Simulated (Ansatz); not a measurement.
Set up this calculation in Ansatz 0.2.0, as the native input.

```yaml
Task: single point
Functional: PBEsol
Potentials_or_basis: all-electron LAPW, scalar-relativistic
Cutoff: 183 eV (chosen from the basis error)
Basis_error_allowed: 0.001 eV/atom
k_mesh: 6 × 6 × 6
Occupations: fermi-dirac, width 0.05 eV
Spin: no spin polarisation
```

Sn3Se:

```
Sn Se
1.0
     0.00000    3.73314    3.73314
     3.73314    0.00000    3.73314
     3.73314    3.73314    0.00000
Sn Se
3 1
Cartesian
  3.7317 3.7744 3.7167
  5.5948 5.6133 5.5962
  1.8539 1.8705 1.8583
  -0.0082 -0.0265 -0.0237
```

The cell comes from a database or a generator and needn't be the stable form of this composition.

The cell isn't the ideal one: atoms moved at random, drawn with an rms of 0.05 Å.

The input as run:

input.yaml

```yaml
crystal:
  lattice:
    - [0.0, 3.733138, 3.733138]
    - [3.733138, 0.0, 3.733138]
    - [3.733138, 3.733138, 0.0]
  atoms:
    - { symbol: Sn, position: [0.503501, 0.492083, 0.507544] }
    - { symbol: Sn, position: [0.752009, 0.747048, 0.751639] }
    - { symbol: Sn, position: [0.251116, 0.246678, 0.249937] }
    - { symbol: Se, position: [-0.005623, -0.000737, -0.00147] }
kpoints:
  mp_grid: { grid: [6, 6, 6] }
scf:
  occupations: { method: fermi_dirac, width: 0.05 }
hamiltonian:
  xc: pbesol
  pseudopotentials: { kind: all_electron, lapw: { basis_error: 0.001 } }
output:
  forces: true
  stress: true
  eigenvalues: true
  populations: true
```

Potentials or basis: all-electron LAPW, scalar-relativistic.

Command:

```bash
$ ansatz run input.yaml --threads 2 --pin off --max-ram 8192MiB --backend cpu --events-out ev --progress --plain --runs-dir out
```

It gave:

| Item | Value |
| --- | --- |
| Pressure | -3.2 GPa |
| Largest force | 0.135 eV/Å |
| Band gap on the k mesh | none (metal or under the smearing width) |
| Loewdin charges | Sn -0.06, +0.20; Se -0.19 e |

Run time: 59 s on 2 threads of Intel(R) Xeon(R) 6975P-C (Granite Rapids) (shared host), peak memory 0.93 GiB.
